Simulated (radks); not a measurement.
# Ionisation of Re³⁺: one atom, several choices of exchange strength α

One table from this session's results is given with a row withheld; the runs are named, their logs left out.

Method: scalar-relativistic Kohn-Sham, spin-unpolarised, spherical densities, finite nucleus. Code: radks (a radial shooting solver on a logarithmic mesh, Libxc functionals) version 1.

### What is computed

- element: rhenium (Z = 75)
- charge: +3
- electrons: 72
- configuration: [Xe] 4f14 5d4
- ion: Re⁴⁺, [Xe] 4f14 5d3
- choices: α = 0.633; α = 0.66; α = 0.667; α = 0.68; α = 0.818; α = 0.832; α = 0.892; α = 0.896

The outer shells:

Re³⁺
```
[Xe] core
4f [↑↓][↑↓][↑↓][↑↓][↑↓][↑↓][↑↓]
5d [↑ ][↑ ][↑ ][↑ ][  ]
```

Re⁴⁺
```
[Xe] core
4f [↑↓][↑↓][↑↓][↑↓][↑↓][↑↓][↑↓]
5d [↑ ][↑ ][↑ ][  ][  ]
```

Set-up of the first run:

Settings of this run:

```text
Z 75
configuration [Xe] 4f14 5d4
relativity scalar-relativistic
functional xalpha 0.633
spin unpolarised
nucleus finite rms 5.3698 fm
c 137.035999084
```

Steps of the session up to this table: α = 0.633: Re³⁺.

One table of the session follows, with a row left open; its other results are not shown here.

It belongs to the step «α = 0.633: Re³⁺». From the orbitals of this run (lengths in bohr):

| level | <r> | outermost maximum (interpolated) | 90 % within | nodes |
| --- | --- | --- | --- | --- |
| 3d | 0.1794 | 0.147 | 0.278 | 0 |
| 4s | 0.4412 | 0.413 | 0.634 | 3 |
| 4p | 0.4693 | 0.433 | 0.682 | 2 |
| 4d | ? | ? | ? | ? |
| 5s | 1.034 | 0.937 | 1.48 | 4 |
| 5p | 1.201 | 1.06 | 1.75 | 3 |
| 4f | 0.5821 | 0.417 | 0.958 | 0 |
| 5d | 1.704 | 1.39 | 2.59 | 2 |

Q: Estimate the row for 4d from the others.

The run gave: <r>: 0.5009; outermost maximum (interpolated): 0.444; 90 % within: 0.751; nodes: 1. In the column «<r>» it lies between 4p (0.4693) and 4f (0.5821).

Limits of these values: Spin polarisation and multiplet splitting are left out, so open shells lie too high by an amount that depends on their filling.
